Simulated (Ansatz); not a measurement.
This was printed by a script on Ansatz 0.2.0 through its Python package, for harmonic frequencies at the relaxed geometry of CH7GeP, SMILES [CH3][GeH2][PH2]. What did the script look like? Settings (for the species named): B3LYP, def2-SVP basis, multiplicity 1.

```xyz
10

C    -1.1362    0.7083    0.0487
Ge   -0.0793   -0.9164    0.2002
P     2.1058   -0.4416   -0.2677
H    -2.1980    0.4809    0.2753
H    -0.7569    1.4632    0.7676
H    -1.0543    1.1065   -0.9835
H    -0.1910   -1.4713    1.6429
H    -0.6069   -1.9703   -0.8063
H     1.7836    0.3106   -1.4679
H     2.1333    0.7300    0.5907
```

Output of `python ch7gep_freq.py`:
```text
bond        before    after (A)
C0-Ge1       1.9441   1.9719
C0-H3        1.1093   1.1011
C0-H4        1.1093   1.1002
C0-H5        1.1094   1.1002
Ge1-P2       2.2845   2.3547
Ge1-H6       1.5498   1.5470
Ge1-H7       1.5499   1.5470
P2-H8        1.4526   1.4311
P2-H9        1.4527   1.4311
mode  1     119.8 1/cm    14.85 meV
mode  2     138.9 1/cm    17.22 meV
mode  3     142.4 1/cm    17.65 meV
mode  4     345.0 1/cm    42.77 meV
mode  5     376.7 1/cm    46.70 meV
mode  6     564.3 1/cm    69.96 meV
mode  7     581.5 1/cm    72.10 meV
mode  8     606.3 1/cm    75.17 meV
mode  9     742.8 1/cm    92.09 meV
mode 10     762.7 1/cm    94.57 meV
mode 11     836.6 1/cm   103.72 meV
mode 12     863.2 1/cm   107.03 meV
mode 13     875.1 1/cm   108.50 meV
mode 14    1096.9 1/cm   136.00 meV
mode 15    1254.0 1/cm   155.47 meV
mode 16    1436.9 1/cm   178.15 meV
mode 17    1438.1 1/cm   178.30 meV
mode 18    2105.8 1/cm   261.08 meV
mode 19    2109.9 1/cm   261.59 meV
mode 20    2362.9 1/cm   292.96 meV
mode 21    2374.7 1/cm   294.42 meV
mode 22    3038.9 1/cm   376.77 meV
mode 23    3137.5 1/cm   389.00 meV
mode 24    3144.1 1/cm   389.82 meV
imaginary modes: 0  zero-point energy: 1.888 eV
T (K)   F_vib (eV)   S_vib (meV/K)   C_vib (meV/K)
 298.1      1.8129        0.5853          0.6881
 398.1      1.7429        0.8122          0.8830
 498.1      1.6508        1.0276          1.0402
deuterated (1/cm): 86 101 127 274 336 400 439 529 552 553 618 641 657 787 976 1038 1039 1496 1505 1695 1708 2179 2325 2330
zero-point energy falls by 0.4998 eV
```

The script that was run (others could print the same):

`ch7gep_freq.py`:
```python
from dataclasses import dataclass

import ansatz as az
import numpy as np


@dataclass(frozen=True)
class RunConfig:
    basis: str = 'def2-SVP'
    xc: str = 'b3lyp'


opts = RunConfig()

GEOMETRY = '''
C    -1.13620    0.70830    0.04870
Ge   -0.07930   -0.91640    0.20020
P     2.10580   -0.44160   -0.26770
H    -2.19800    0.48090    0.27530
H    -0.75690    1.46320    0.76760
H    -1.05430    1.10650   -0.98350
H    -0.19100   -1.47130    1.64290
H    -0.60690   -1.97030   -0.80630
H     1.78360    0.31060   -1.46790
H     2.13330    0.73000    0.59070
'''


def main() -> None:
    system = az.Crystal.molecule()
    for line in GEOMETRY.strip().splitlines():
        symbol, *xyz = line.split()
        system = system.atom(symbol, [float(v) for v in xyz])

    calc = system.calculation()
    calc = calc.basis(gaussian=opts.basis)
    calc = calc.functional(opts.xc)
    calc = calc.scf(lower_state_search='light')
    symbols = [site.symbol for site in system.cartesian_sites]
    start = np.array([site.position_ang for site in system.cartesian_sites], dtype=float)
    data = calc.relax(force_tolerance=0.003).run().report
    end = np.array(data['positions_ang'])

    print('bond        before    after (A)')
    for i, j in [(0, 1), (0, 3), (0, 4), (0, 5), (1, 2), (1, 6), (1, 7), (2, 8), (2, 9)]:
        d0, d1 = (np.linalg.norm(xyz[i] - xyz[j]) for xyz in (start, end))
        print(f'{symbols[i]}{i}-{symbols[j]}{j}'.ljust(10), f'{d0:8.4f} {d1:8.4f}')

    minimum = az.Crystal.molecule()
    for symbol, xyz in zip(symbols, end):
        minimum = minimum.atom(symbol, xyz.tolist())
    vibrating = (
        minimum.calculation()
        .basis(gaussian=opts.basis)
        .functional(opts.xc)
        .scf(lower_state_search='light')
        .phonons(temperatures=(298.15, 498.15, 100))
    )
    vib = vibrating.run().report['vibrations']
    sums = vib['harmonic_sums']
    modes = [m['omega_inv_cm'] for m in sums['modes_at_gamma'] if m['rigid_motion'] == 'no']
    for number, w in enumerate(modes, start=1):
        print(f'mode {number:2d} {w:9.1f} 1/cm {w / 8065.544 * 1000:8.2f} meV')
    print('imaginary modes:', sum(w < 0 for w in modes), ' zero-point energy:', round(sums['zero_point_energy_ev'], 4), 'eV')
    print('T (K)   F_vib (eV)   S_vib (meV/K)   C_vib (meV/K)')
    for row in zip(sums['temperatures_k'], sums['vibrational_free_energy_ev'], vib['entropy_ev_per_k'], vib['heat_capacity_ev_per_k']):
        print(f'{row[0]:6.1f} {row[1]:11.4f} {1000 * row[2]:13.4f} {1000 * row[3]:15.4f}')

    heavier = vibrating.phonons(masses={'H': 2.014102}).run().report['vibrations']['harmonic_sums']
    print('deuterated (1/cm):', ' '.join(f'{m["omega_inv_cm"]:.0f}' for m in heavier['modes_at_gamma'] if m['rigid_motion'] == 'no'))
    print('zero-point energy falls by', round(sums['zero_point_energy_ev'] - heavier['zero_point_energy_ev'], 4), 'eV')


if __name__ == '__main__':
    main()
```

What to keep in mind:
- The settings weren't tested for convergence.
- The frequencies are harmonic and unscaled, in a modest basis. The result belongs to the one conformer reached from this start, and soft torsions count as harmonic oscillators.
- b3lyp holds the VWN-RPA fit, as in Gaussian; the form of ORCA and Turbomole is b3lyp5.
- Wall time of the script: 2.7 min on 1 thread of AMD EPYC 9R45 96-Core Processor (Zen 5) (shared host), peak memory 0.31 GiB.

(Lines on the test bed's own set-up are left out of the output.)
